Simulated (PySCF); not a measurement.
# C5H10BN: the cost of one run

Computed with PySCF 2.14.0, with density-fitted response routines of our own, on a single molecule in the gas phase. Atoms are numbered from 0 throughout.

**1. Starting geometry**

17 atoms, charge 0, multiplicity 1; geometry from: GFN2-xTB.

Bonds of the start (Å): C0–C1 1.20, C1–C2 1.44, C2–C3 1.55, C3–C4 1.54, C4–B5 1.63, B5–N6 1.65, B5–C2 1.64, C0–H7 1.05, C2–H8 1.10, C3–H9 1.09, C3–H10 1.09, C4–H11 1.09, C4–H12 1.09, B5–H13 1.18, N6–H14 1.02, N6–H15 1.02, N6–H16 1.02.

**2. TDDFT and polarisability: wB97X-D/def2-SVPD**

The job: settings as JSON, then the geometry in Å.

```
{"job": {"kind": "uv", "xc": "wB97X-D", "basis": "def2-SVPD", "nstates": 8, "ntriplets": 3}, "charge": 0, "multiplicity": 1}
C      3.122778    -0.344300     0.997455
C      2.042105    -0.209668     0.495945
C      0.734625    -0.049113    -0.078249
C      0.262073     1.414914    -0.256884
C     -1.154134     1.129472     0.275110
B     -0.612453    -0.299872     0.831212
N     -1.476992    -1.551540     0.204691
H      4.069133    -0.454746     1.436607
H      0.720269    -0.573380    -1.042769
H      0.812612     2.082977     0.403731
H      0.324537     1.805039    -1.275171
H     -1.519241     1.881720     0.973338
H     -1.879005     1.073825    -0.541799
H     -0.508159    -0.489835     1.995087
H     -1.582411    -1.396583    -0.793892
H     -2.390422    -1.589796     0.645659
H     -0.972314    -2.417085     0.369481
```

Level: TDDFT wB97X-D/def2-SVPD, vertical, gas phase, core orbitals frozen in the response.

Started as:

```sh
$ OMP_NUM_THREADS=1 python probes_run.py task.json out
```

The driver reads the jobs from task.json and runs them one after another.

Q: Estimate the wall time and peak memory of this job on 1 thread of Arm Neoverse V1, shared host.

About 67 s, with a peak of 0.92 GiB.
